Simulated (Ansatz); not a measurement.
Working through a ranking of polymorphs by energy of 3 structures of Pb

Program: Ansatz 0.2.0 through its Python package.

Input file `pb_fd_3m.extxyz`:
```text
2
Lattice="0.0 3.43900006 3.43900006 3.43900006 0.0 3.43900006 3.43900006 3.43900006 0.0" Properties=species:S:1:pos:R:3 pbc="T T T"
Pb    3.43900006    3.43900006    3.43900006
Pb    5.15850008    5.15850008    5.15850008
```

`pb_p6_3_mmc.cif`
```cif
data_Pb
_cell_length_a 3.480000
_cell_length_b 3.480000
_cell_length_c 5.590000
_cell_angle_alpha 90.00000
_cell_angle_beta 90.00000
_cell_angle_gamma 120.00000
_symmetry_space_group_name_H-M 'P 1'
_symmetry_Int_Tables_number 1
loop_
_symmetry_equiv_pos_as_xyz
'x, y, z'
loop_
_atom_site_label
_atom_site_type_symbol
_atom_site_fract_x
_atom_site_fract_y
_atom_site_fract_z
Pb1 Pb    0.333333    0.666667    0.250000
Pb2 Pb    0.666667    0.333333    0.750000
```

Contents of `pb_im_3m.cif`:
```cif
data_Pb
_cell_length_a 3.428871
_cell_length_b 3.428871
_cell_length_c 3.428871
_cell_angle_alpha 109.47122
_cell_angle_beta 109.47122
_cell_angle_gamma 109.47122
_symmetry_space_group_name_H-M 'P 1'
_symmetry_Int_Tables_number 1
loop_
_symmetry_equiv_pos_as_xyz
'x, y, z'
loop_
_atom_site_label
_atom_site_type_symbol
_atom_site_fract_x
_atom_site_fract_y
_atom_site_fract_z
Pb1 Pb    0.000000    0.000000    0.000000
```

The cells in order, each with its output:

```python
import warnings

import ansatz as az
from ase.io import read
import numpy as np
import pandas as pd
import spglib
```

```python
def compute(name, crystal):
    calc = (
        crystal.calculation()
        .functional("PBEsol")
        .basis(520)
        .kpoints(spacing=0.15)
        .occupations("fermi_dirac", width=0.1)
        .stress()
        .band_table()
    )
    calc = calc.relax(force_tolerance=0.02, cell=True)
    return calc.run(threads=1, backend="cpu")
```

```python
def pressure_gpa(outcome):
    return float(np.trace(outcome.report["stress_gpa"]) / 3)
```

```python
def space_group(outcome):
    sites = outcome.report["lattice"]["sites"]
    kinds = sorted({site["symbol"] for site in sites})
    cell = (outcome.lattice.cell_ang, [site["position_frac"] for site in sites], [kinds.index(site["symbol"]) for site in sites])
    return spglib.get_spacegroup(cell, symprec=0.01)

warnings.simplefilter("ignore", az.DeckWarning)
```

```python
phases = {}
fd_3m = az.Crystal.from_extxyz("pb_fd_3m.extxyz")
phases["Fd-3m"] = fd_3m
atoms = read("pb_p6_3_mmc.cif")
p6_3_mmc = az.Crystal.from_ase(atoms)
phases["P6_3/mmc"] = p6_3_mmc
atoms = read("pb_im_3m.cif")
im_3m = az.Crystal.from_ase(atoms)
phases["Im-3m"] = im_3m
```

```python
done = {}
for name, crystal in phases.items():
    try:
        done[name] = compute(name, crystal)
    except az.NonConvergedError as error:
        print(name, "did not converge:", str(error)[:120])
```

```python
energy = {name: o.report["energy_sigma0_ev"] / len(o.lattice.sites) for name, o in done.items()}
lowest = min(energy.values())
rows = [(name, len(o.lattice.sites), 1000 * (energy[name] - lowest), pressure_gpa(o), space_group(o)) for name, o in done.items()]
rows.sort(key=lambda row: row[2])
print(pd.DataFrame(rows, columns=["phase", "atoms", "dE (meV/atom)", "P (GPa)", "space group"]).round(4).to_string(index=False))
print("order:", " < ".join(row[0] for row in rows))
```

       phase  atoms  dE (meV/atom)  P (GPa)    space group
    P6_3/mmc      2         0.0000   0.0028 P6_3/mmc (194)
       Im-3m      1        31.7931   0.0046    Im-3m (229)
       Fd-3m      2       315.9627  -0.0020    Fd-3m (227)
    order: P6_3/mmc < Im-3m < Fd-3m

By space group at the end of each run: P6_3/mmc (+0 meV an atom, 29.9 Å³), Im-3m (+32 meV an atom, 30.0 Å³) and Fd-3m (+316 meV an atom, 41.3 Å³).

Pressure is positive in compression. Spin-orbit coupling, which matters for elements this heavy, is left out. The cells come from databases of deposited and of computed structures, and not all need be stable phases. The ranking holds among these structures alone, at zero temperature; the ground state may be another structure. Differences under 10 to 15 meV an atom lie within the error of mesh and functional. It ran for 74 s on 1 thread of Arm Neoverse V2 (shared host), peak memory 0.65 GiB.
